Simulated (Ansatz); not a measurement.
# The V atom under PBEsol: a free atom in a box

What energy and moment does a lone vanadium atom take? It is solved at Γ with spin polarisation and no symmetry, from 3 unpaired electrons. The moment is free to change.

Program: Ansatz 0.2.0. Level of theory: DFT PBEsol, plane waves (420 eV) with PAW, scalar-relativistic; PBE-made PAW files. These are calculated values, not measurements.

## (1) The system in its box

Periodic box: 14.0 × 14.4 × 14.8 Å.

Coordinates:

```
CELL_PARAMETERS angstrom
14.00000 0.00000 0.00000
0.00000 14.40000 0.00000
0.00000 0.00000 14.80000
ATOMIC_POSITIONS crystal
V 0.50000 0.50000 0.50000
```

## (2) Start with 3 unpaired electrons

input.yaml

```yaml
crystal:
  lattice:
    - [14.0, 0.0, 0.0]
    - [0.0, 14.4, 0.0]
    - [0.0, 0.0, 14.8]
  atoms:
    - { symbol: V, position: [0.5, 0.5, 0.5], spin: 3.0 }
  symmetry: { detect: false, time_reversal: true }
hamiltonian:
  xc: pbesol
  pseudopotentials:
    kind: paw
    azcp:
      V: "pseudopotentials/V.paw.azcp"
basis:
  ecutwfc: 420
  fft_grid_basis: typed
kpoints:
  mp_grid: { grid: [1, 1, 1], shift: [0, 0, 0] }
magnetization:
  spin_polarized: true
scf:
  occupations: { method: fermi_dirac, width: 0.01 }
```

Started as:

```sh
> ansatz run input.yaml --threads 4 --pin off --max-ram 8192MiB --backend cpu --events-out ev --progress --plain --runs-dir out
```

Before running it: what results should come out? Wanted: start 3: end moment; gap between levels; above bcc.

As calculated:

```
           quantity                         value
start 3: end moment                       5.00 μB
 gap between levels  none (levels filled in part)
          above bcc                  5.98 eV/atom
```

Started at 3 μB, the atom ends with 5.00 μB. It lies 5.98 eV above the element's usual form at the same level (bcc, from a run of its own). If this is the atom's lowest state, that is the cohesive energy, without zero-point motion.
